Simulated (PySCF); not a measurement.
**One shape, several levels: C3H7Ge− (SMILES [GeH2-][CH]1CC1)**

Aim: a comparison of 4 runs (HF/TZP-DKH, HF/aug-pc-2, SOS-MP2/def2-SVP) of C3H7Ge−. Input form: a Python script.

The calculation is run with PySCF 2.14.0.

3 further runs of the same task are left out: 2 that didn't finish, 1 set aside as unsound or not needed.

**1. The system as given**

C3H7Ge− has 11 atoms, charge -1, and is taken as a singlet. SMILES: `[GeH2-][CH]1CC1`. Geometry: a GFN2-xTB relaxation, a rough one for these elements and not checked as a minimum. This is one conformer, not always the lowest.

Bond lengths: Ge1–C2 2.043 Å, C2–C3 1.497 Å, C2–C4 1.497 Å, C3–C4 1.496 Å, Ge1–H5 1.688 Å, Ge1–H6 1.688 Å, C2–H7 1.089 Å, C3–H8 1.085 Å, C3–H9 1.088 Å, C4–H10 1.088 Å, C4–H11 1.085 Å. Some angles: Ge1–C2–C3 118.0°, Ge1–C2–C4 118.0°, C3–C2–C4 60.0°, C2–C3–C4 60.0°, C2–C4–C3 60.0°, Ge1–C2–H7 119.1°, C3–C2–H7 114.0°, C4–C2–H7 114.1°, C2–Ge1–H5 91.2°, C2–Ge1–H6 91.3°.

**2. The energy at HF/TZP-DKH (density fitting with def2-universal-jkfit) (run 1)**

File run.py:

```python
from pyscf import gto, scf

mol = gto.Mole()
mol.atom = '''
Ge    -1.665530     0.906930    -0.667570
C      0.173420     0.352280     0.028330
C      0.249620    -0.818150     0.958160
C      0.742930    -0.947330    -0.447970
H     -0.965630     1.980250    -1.766750
H     -1.740500     2.182120     0.435810
H      0.920830     1.120630     0.220070
H     -0.670490    -1.329310     1.222080
H      0.983900    -0.841890     1.761070
H      1.813950    -1.059460    -0.605130
H      0.157480    -1.546060    -1.138100
'''
mol.verbose = 4
mol.charge = -1
mol.max_memory = 1860
mol.basis = 'tzp-dkh'
mol.build()

mf = scf.RHF(mol)
mf = mf.density_fit(auxbasis='def2-universal-jkfit')
mf.level_shift = 0.5
mf.DIIS = scf.EDIIS
mf.kernel()

energy = mf.e_tot
print('Final energy', energy)
mf.analyze()
```

The run is started by

```
$ OMP_NUM_THREADS=1 python run.py
```

What it wrote:

```text
PySCF version 2.14.0

[... 159 lines left out ...]
MO #31  energy= 0.306281428834581  occ= 0
[... 44 lines left out ...]
MO #76  energy= 1.25444679094042   occ= 0
[... 44 lines left out ...]
MO #121 energy= 2.81172809024457   occ= 0
[... 44 lines left out ...]
MO #166 energy= 4.03266528251419   occ= 0
[... 44 lines left out ...]
MO #211 energy= 5.83009351654642   occ= 0
[... 44 lines left out ...]
MO #256 energy= 2351.23982932743   occ= 0
[... 271 lines left out ...]
WARN: System has nonzero charge -1; the dipole moment is origin-dependent.
Location of origin: [0. 0. 0.]

Dipole moment(X, Y, Z, Debye):  6.49852, -4.36067,  2.68186
```

Run time: 27 s. Hardware: 1 thread of Intel Xeon at 2.50GHz (Skylake/Cascade Lake), shared host; peak memory 0.42 GiB.

**3. A single-point energy at HF/aug-pc-2 (density fitting with def2-universal-jkfit) (run 2)**

File calc.py:

```python
from pyscf import gto

mol = gto.M(
    atom='''
Ge    -1.665530     0.906930    -0.667570
C      0.173420     0.352280     0.028330
C      0.249620    -0.818150     0.958160
C      0.742930    -0.947330    -0.447970
H     -0.965630     1.980250    -1.766750
H     -1.740500     2.182120     0.435810
H      0.920830     1.120630     0.220070
H     -0.670490    -1.329310     1.222080
H      0.983900    -0.841890     1.761070
H      1.813950    -1.059460    -0.605130
H      0.157480    -1.546060    -1.138100
''',
    verbose=4,
    basis='aug-pc-2',
    max_memory=1860,
    spin=0,
    charge=-1,
)

myscf = mol.RHF()
myscf = myscf.density_fit(auxbasis='def2-universal-jkfit')
myscf.kernel()

etot = myscf.e_tot
print(f'total energy: {etot:.8f} hartree')
myscf.analyze()
```

The run is started by

```
$ OMP_NUM_THREADS=1 python calc.py
```

What it wrote:

```text
PySCF version 2.14.0

[... 126 lines left out ...]
MO #48  energy= 0.223936607626302  occ= 0
[... 61 lines left out ...]
MO #110 energy= 0.597342372250024  occ= 0
[... 61 lines left out ...]
MO #172 energy= 1.00297172124882   occ= 0
[... 61 lines left out ...]
MO #234 energy= 2.21939810163668   occ= 0
[... 61 lines left out ...]
MO #296 energy= 4.8066659999066    occ= 0
[... 61 lines left out ...]
MO #358 energy= 20.9919266564459   occ= 0
[... 373 lines left out ...]
WARN: System has nonzero charge -1; the dipole moment is origin-dependent.
Location of origin: [0. 0. 0.]

Dipole moment(X, Y, Z, Debye):  6.72260, -4.32980,  2.75783
```

Run time: 22 s. Hardware: 1 thread of Intel Xeon at 2.50GHz (Skylake/Cascade Lake), shared host; peak memory 0.72 GiB.

Run 3 isn't shown in full; the table further down has it.

**4. The energy at SOS-MP2/def2-SVP (Cartesian functions) (run 4)**

File run.py:

```python
from pyscf import gto, scf, mp

molecule = gto.M(
    atom='''
Ge    -1.665530     0.906930    -0.667570
C      0.173420     0.352280     0.028330
C      0.249620    -0.818150     0.958160
C      0.742930    -0.947330    -0.447970
H     -0.965630     1.980250    -1.766750
H     -1.740500     2.182120     0.435810
H      0.920830     1.120630     0.220070
H     -0.670490    -1.329310     1.222080
H      0.983900    -0.841890     1.761070
H      1.813950    -1.059460    -0.605130
H      0.157480    -1.546060    -1.138100
''',
    cart=True,
    verbose=4,
    spin=0,
    max_memory=1860,
    charge=-1,
    basis='def2-svp',
)

calc0 = scf.RHF(molecule)
calc0.diis = False
calc0.max_cycle = 93
calc0.conv_tol = 1e-07
calc0.kernel()

pt = mp.MP2(calc0).run()
e_tot = calc0.e_tot + 1.3 * pt.e_corr_os
print('Final energy', e_tot)
```

The run is started by

```
$ OMP_NUM_THREADS=1 python run.py
```

What it wrote:

```text
PySCF version 2.14.0

[... 67 lines left out ...]
converged SCF energy = -2192.6405041758
[... 1 line left out ...]
******** <class 'pyscf.mp.mp2.RMP2'> ********
nocc = 29, nmo = 115
E(RMP2) = -2193.38120018982  E_corr = -0.740696014021086
E(SCS-RMP2) = -2193.36297097421  E_corr = -0.722466798414961
E_corr(same-spin) = -0.191963559704242
E_corr(oppo-spin) = -0.548732454316845
Final energy -2193.3538563664074
```

Wall time 11 s (1 thread of Intel Xeon at 2.50GHz (Skylake/Cascade Lake), shared host); peak memory 0.45 GiB.

**5. Overview of the runs**

```csv
run,level,solver,level shift,energy (Eh),HOMO energy (eV),LUMO energy (eV),HOMO–LUMO gap (eV),wall time
1,HF/TZP-DKH (density fitting with def2-universal-jkfit),EDIIS,0.5,-2187.033109,-2.49,8.04,10.53,27 s
2,HF/aug-pc-2 (density fitting with def2-universal-jkfit),DIIS,–,-2193.035096,-2.61,2.89,5.50,22 s
3,SOS-MP2/def2-SVP,DIIS,–,-2193.309657,-2.34,8.75,11.09,9.6 s
4,SOS-MP2/def2-SVP (Cartesian functions),none,–,-2193.353856,-2.34,8.74,11.09,11 s
```

**6. Results**

| quantity | value |
| --- | --- |
| run 4: total energy | -2193.35386 Eh |
| run 4: HOMO energy (Hartree–Fock orbitals) | -2.34 eV |
| run 4: LUMO energy (Hartree–Fock orbitals) | 8.74 eV |
| run 4: HOMO–LUMO gap (to an unbound level, set by the basis) | 11.09 eV |
| run 4: correlation energy | -713.4 mEh |

What this shows: In run 1 relativity is left out where basis or elements ask for it. All runs together took 70 s, the longest 27 s.
